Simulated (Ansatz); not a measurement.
# ClF (chlorine monofluoride): HF/STO-3G

What is the electronic atomisation energy of ClF (chlorine monofluoride) at HF/STO-3G? 

Program for the calculation: Ansatz 0.2.0.

35 further runs of the same task are left out: 3 that didn't finish, 32 set aside as unsound or not needed.

## (1) Starting point

ClF: 2 atoms, total charge 0, spin state singlet. SMILES: `FCl`. Geometry: relaxed at GFN2-xTB.

Bond lengths: F1–Cl2 1.682 Å.

## (2) A single-point energy at HF/STO-3G

File in.yaml:

```yaml
basis:
  gaussian:
    orbitals: STO-3G
crystal:
  periodic: [false, false, false]
  atoms:
    - {symbol: F, position_ang: [0.000000, 0.000000, 0.000000]}
    - {symbol: Cl, position_ang: [0.000000, 0.000000, 1.682250]}
hamiltonian:
  xc: hf
accuracy: high
```

Run with:

```
$ ansatz run in.yaml --threads 1 --pin off --max-ram 2610MiB --events-out events.jsonl --progress --plain --runs-dir runs
```

The program printed:

```text
Warning: RAYON_NUM_THREADS=1 ignored (pool sized by the plan → 1); use --threads N
Functional definition: HF
  name "HF"
  exchange = exact_x
  correlation = 0
221 factors; integrals over basis functions are off by at most 3.3e-8 eV
mean field evaluation 1: about -15034.7960 eV, gradient 7.9e0 eV
mean field evaluation 2: about -15034.8690 eV, gradient 8.1e0 eV
mean field evaluation 4: about -15035.1702 eV, gradient 1.9e-1 eV
mean field evaluation 8: about -15035.1700 eV, gradient 2.3e-4 eV
mean field -15035.17004556 eV, -552.5323079700 hartree, gradient 2.9e-8 eV, S^2 0.000000; 0 other end points of the search recorded, 0 dependent functions left out
reference -15035.17004556 eV, -552.5323079700 hartree; 13, 13 occupied and 1, 1 virtual orbitals, 221 factors
Total energy: -15035.17004556 eV, -552.5323079700 hartree
```

Wall time 0.06 s (1 thread of Arm Neoverse V1, shared host).

## (3) The Cl atom, same level

File job.yaml:

```yaml
crystal:
  periodic: [false, false, false]
  atoms:
    - symbol: Cl
      position_ang: [0.000000, 0.000000, 0.000000]
basis:
  gaussian:
    orbitals: STO-3G
magnetization:
  spin_polarized: true
  initial_magnetization: 1
hamiltonian:
  xc: hf
accuracy: high
```

Run the same way, it converges to -454.54219 Eh (log not shown).

## (4) The F atom at the same level

File in.yaml:

```yaml
crystal:
  periodic: [false, false, false]
  atoms:
    - {symbol: F, position_ang: [0.000000, 0.000000, 0.000000]}
basis:
  gaussian:
    orbitals: STO-3G
magnetization:
  spin_polarized: true
  initial_magnetization: 1
hamiltonian:
  xc: hf
accuracy: high
```

Run with:

```
$ ansatz run in.yaml --threads 1 --pin off --max-ram 2610MiB --events-out events.jsonl --progress --plain --runs-dir runs
```

The program printed:

```text
Warning: RAYON_NUM_THREADS=1 ignored (pool sized by the plan → 1); use --threads N
Functional definition: HF
  name "HF"
  exchange = exact_x
  correlation = 0
15 factors; integrals over basis functions are off by at most 1.2e-9 eV
mean field evaluation 1: about -2666.3486 eV, gradient 1.5e-14 eV
mean field evaluation 2: about -2666.3486 eV, gradient 0.0e0 eV
mean field -2666.34863534 eV, -97.9865050328 hartree, gradient 0.0e0 eV, S^2 0.750000; 2 other end points of the search recorded, 0 dependent functions left out
reference -2666.34863534 eV, -97.9865050328 hartree; 5, 4 occupied and 0, 1 virtual orbitals, 15 factors
Total energy: -2666.34863534 eV, -97.9865050328 hartree
```

Wall time 0.02 s (1 thread of Arm Neoverse V1, shared host).

## (5) Results

At HF/STO-3G:

| quantity | value |
| --- | --- |
| molecule: total energy | -552.53231 Eh |
| Cl atom: total energy | -454.54219 Eh |
| Cl atom: ⟨S²⟩ | 0.750 |
| F atom: total energy | -97.98651 Eh |
| F atom: ⟨S²⟩ | 0.750 |
| electronic atomisation energy | 0.098 eV |

What this shows: Taking the molecule apart into free atoms costs 0.10 eV (2.3 kcal/mol), before zero-point energy and without spin-orbit coupling. Hartree–Fock lacks the correlation of the bonding pairs, which as a rule makes this value much too low; in minimal bases other errors can mask that. In a minimal basis such a difference can be off by several eV, whatever the method.
